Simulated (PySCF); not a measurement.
**SiP3H5 (SMILES [SiH3]p1[pH][pH]1) at 4 levels**

We compute a comparison of 4 runs (HF/pcseg-1, HF-D4/6-311G*, MC-PDFT(4,4)/pc-0) of SiP3H5. The job is set up through a Python script.

The results are computed with PySCF 2.14.0.

6 further runs of the same task are left out: 1 that didn't finish, 5 set aside as unsound or not needed.

### Step 1. The molecule

The species is SiP3H5 (9 atoms), meant as a singlet with charge 0. SMILES: `[SiH3]p1[pH][pH]1`. The shape is that of a GFN2-xTB optimisation.

Bond lengths: Si1–P2 2.258 Å, P2–P3 2.179 Å, P2–P4 2.179 Å, P3–P4 2.186 Å, Si1–H5 1.461 Å, Si1–H6 1.461 Å, Si1–H7 1.473 Å, P3–H8 1.403 Å, P4–H9 1.403 Å. Some angles: Si1–P2–P3 104.6°, Si1–P2–P4 104.8°, P3–P2–P4 60.2°, P2–P3–P4 59.9°, P2–P4–P3 59.9°, P2–Si1–H5 106.0°, P2–Si1–H6 106.0°, P2–Si1–H7 111.6°, P2–P3–H8 99.0°, P4–P3–H8 97.4°.

### Step 2. Localised orbitals at HF/pcseg-1 (density fitting with def2-universal-jkfit) (run 1)

Input file mol.sdf:

```

     RDKit          3D

  9  9  0  0  0  0  0  0  0  0999 V2000
   -0.5803    0.9366   -0.8763 Si  0  0  0  0  0  4  0  0  0  0  0  0
   -1.2118   -0.7472    0.4890 P   0  0  0  0  0  5  0  0  0  0  0  0
    0.4609   -2.1437    0.4491 P   0  0  0  0  0  5  0  0  0  0  0  0
    0.2509   -0.7310    2.1043 P   0  0  0  0  0  0  0  0  0  0  0  0
   -1.0027    0.5461   -2.2191 H   0  0  0  0  0  0  0  0  0  0  0  0
   -1.2689    2.1288   -0.3884 H   0  0  0  0  0  0  0  0  0  0  0  0
    0.8778    1.1432   -0.8442 H   0  0  0  0  0  0  0  0  0  0  0  0
    1.3586   -1.3879   -0.3201 H   0  0  0  0  0  0  0  0  0  0  0  0
    1.1155    0.2551    1.6058 H   0  0  0  0  0  0  0  0  0  0  0  0
  2  1  1  0
  3  2  3  0
  4  3  1  0
  4  2  1  0
  5  1  1  0
  6  1  1  0
  7  1  1  0
  8  3  1  0
  9  4  1  0
M  END
$$$$
```

Input file calc.py:

```python
import numpy
from pyscf import gto, scf, lo
from rdkit import Chem

rd = Chem.MolFromMolFile('mol.sdf', removeHs=False, sanitize=False)
xyz = rd.GetConformer().GetPositions()
geom = [(a.GetSymbol(), tuple(x)) for a, x in zip(rd.GetAtoms(), xyz)]
for s, x in geom:
    print('%-2s %12.6f %12.6f %12.6f' % (s, *x))

system = gto.M(
    atom=geom,
    basis='pcseg-1',
    spin=0,
    verbose=4,
    max_memory=1860,
)

myscf = scf.RHF(system)
myscf = myscf.density_fit(auxbasis='def2-universal-jkfit')
myscf.kernel()

etot = myscf.e_tot
print('E = %.10f Eh' % etot)
occ = myscf.mo_coeff[:, 20:system.nelec[0]]
loc = lo.cholesky_mos(occ)
r1 = numpy.einsum('xij,ip,jp->px', system.intor('int1e_r'), loc, loc)
spread = numpy.einsum('ij,ip,jp->p', system.intor('int1e_r2'), loc, loc) - (r1 ** 2).sum(1)
centres = r1 * 0.529177
print('orbital  centre (A)  spread (bohr^2)')
for i, (c, s) in enumerate(zip(centres, spread), 1):
    print('%3d %9.4f %9.4f %9.4f %9.4f' % (i, *c, s))
```

Launch:

```bash
OMP_NUM_THREADS=1 python calc.py
```

Standard output:

```text
Si    -0.580300     0.936600    -0.876300
P     -1.211800    -0.747200     0.489000
P      0.460900    -2.143700     0.449100
[... 5 lines of this table left out ...]
H      1.115500     0.255100     1.605800

PySCF version 2.14.0

[... 64 lines left out ...]
converged SCF energy = -1313.94431280378
[... 6 lines left out ...]
 12   -0.9478    1.1504   -1.2318    7.4260
```

Wall time 3.9 s (1 thread of Intel Xeon at 2.50GHz (Skylake/Cascade Lake), shared host); peak memory 0.18 GiB.

### Step 3. Localised orbitals at HF/pcseg-1 (density fitting with def2-universal-jkfit, Cartesian functions) (run 2)

mol.sdf is that of step 2.

Input file job.py:

```python
import numpy
from pyscf import gto, scf, lo
from rdkit import Chem

rd = Chem.MolFromMolFile('mol.sdf', removeHs=False, sanitize=False)
xyz = rd.GetConformer().GetPositions()
geom = [(a.GetSymbol(), tuple(x)) for a, x in zip(rd.GetAtoms(), xyz)]
for s, x in geom:
    print('%-2s %12.6f %12.6f %12.6f' % (s, *x))

molecule = gto.M(
    atom=geom,
    basis='pcseg-1',
    cart=True,
    max_memory=1860,
    verbose=4,
    spin=0,
    charge=0,
)

hf = scf.RHF(molecule)
hf = hf.density_fit(auxbasis='def2-universal-jkfit')
hf.kernel()

e_final = hf.e_tot
print('Final energy', e_final)
occ = hf.mo_coeff[:, 20:molecule.nelec[0]]
loc = lo.cholesky_mos(occ)
r1 = numpy.einsum('xij,ip,jp->px', molecule.intor('int1e_r'), loc, loc)
spread = numpy.einsum('ij,ip,jp->p', molecule.intor('int1e_r2'), loc, loc) - (r1 ** 2).sum(1)
centres = r1 * 0.529177
print('orbital  centre (A)  spread (bohr^2)')
for i, (c, s) in enumerate(zip(centres, spread), 1):
    print('%3d %9.4f %9.4f %9.4f %9.4f' % (i, *c, s))
```

Launch:

```bash
OMP_NUM_THREADS=1 python job.py
```

Standard output:

```text
Si    -0.580300     0.936600    -0.876300
P     -1.211800    -0.747200     0.489000
P      0.460900    -2.143700     0.449100
[... 5 lines of this table left out ...]
H      1.115500     0.255100     1.605800

PySCF version 2.14.0

[... 65 lines left out ...]
converged SCF energy = -1313.96167329345
Final energy -1313.961673293453
[... 5 lines left out ...]
 12    0.7279   -0.1818    1.8049    5.1262
```

It took 3.9 s on 1 thread of Intel Xeon at 2.50GHz (Skylake/Cascade Lake), shared host; peak memory 0.22 GiB.

Run 3 isn't shown in full; the table further down has it.

### Step 4. A single-point energy at MC-PDFT(4,4)/pc-0 (run 4)

Input file job.py:

```python
import numpy
from pyscf import gto, scf, mp, mcscf, mcpdft

system = gto.M(
    atom='''
Si
P 1 2.25786
P 2 2.179339 1 104.60235
P 2 2.179215 3 60.21 1 -98.88371
H 1 1.460882 2 105.99833 4 150.26882
H 1 1.460689 5 112.8865 2 -115.55639
H 1 1.473035 6 110.17417 5 123.5459
H 3 1.403101 2 98.97189 4 -93.36904
H 4 1.403058 2 98.94624 3 93.22068
''',
    spin=0,
    verbose=4,
    charge=0,
    basis='pc-0',
    max_memory=1860,
)

mf = system.RHF()
mf.kernel()

pt = mp.MP2(scf.addons.convert_to_uhf(mf)).run()
noons, natorbs = mcscf.addons.make_natural_orbitals(pt)
print('natural occupations', numpy.round(noons[:40], 4))
cas = mcpdft.CASSCF(mf, 'tPBE', 4, 4)
cas.fix_spin_(ss=0.0)
cas.natorb = True
cas.kernel(natorbs)
energy = cas.e_tot
print('E(%s) = %.9f' % ('MC-PDFT', energy))
```

Launch:

```bash
OMP_NUM_THREADS=1 python job.py
```

Standard output:

```text
PySCF version 2.14.0

[... 97 lines left out ...]
sorting_mo_energy = False
[... 34 lines left out ...]
Natural orbital (expansion on meta-Lowdin AOs) in CAS space
[... 15 lines left out ...]
MC-PDFT state 0 E = -1315.1929546764434, Eot(tPBE) = -91.93806897984635
E(MC-PDFT) = -1315.192954676
```

Wall time 19 s (1 thread of Intel Xeon at 2.50GHz (Skylake/Cascade Lake), shared host); peak memory 0.34 GiB.

### Step 5. The series

```csv
run,level,Cartesian functions,integral approximation,energy (Eh),dipole moment (D) of the reference,HOMO energy (eV),LUMO energy (eV),wall time
1,HF/pcseg-1 (density fitting with def2-universal-jkfit),no,def2-universal-jkfit,-1313.944313,2.87,-9.37,2.15,3.9 s
2,"HF/pcseg-1 (density fitting with def2-universal-jkfit, Cartesian functions)",yes,def2-universal-jkfit,-1313.961673,2.85,-9.36,2.16,3.9 s
3,"HF-D4/6-311G* (sfX2C, C-PCM chlorobenzene)",no,none,-1316.922389,3.56,-9.24,2.38,97 s
4,"MC-PDFT(4,4)/pc-0",no,none,-1315.192955,3.86,-9.62,2.25,19 s
```

### Step 6. Summary of results

| quantity | value |
| --- | --- |
| run 4: total energy | -1315.19295 Eh |
| run 4: dipole moment (Hartree–Fock density) | 3.86 D |
| run 4: HOMO energy (Hartree–Fock orbitals) | -9.62 eV |
| run 4: LUMO energy (Hartree–Fock orbitals) | 2.25 eV |
| run 4: HOMO–LUMO gap (Hartree–Fock orbitals) | 11.87 eV |

In words: Over runs 1, 2, 3 the dipole moment (its size) runs from 2.85 D (HF/pcseg-1) to 3.56 D (HF-D4/6-311G*). The two ends differ in basis and solvent and Hamiltonian. Over runs 1, 2, 3 the HOMO–LUMO gap runs from 11.52 eV (HF/pcseg-1) to 11.62 eV (HF-D4/6-311G*). Some runs of one species differ in core potentials or relativity; totals across that change don't compare. All runs together took 2.1 min, the longest 97 s.
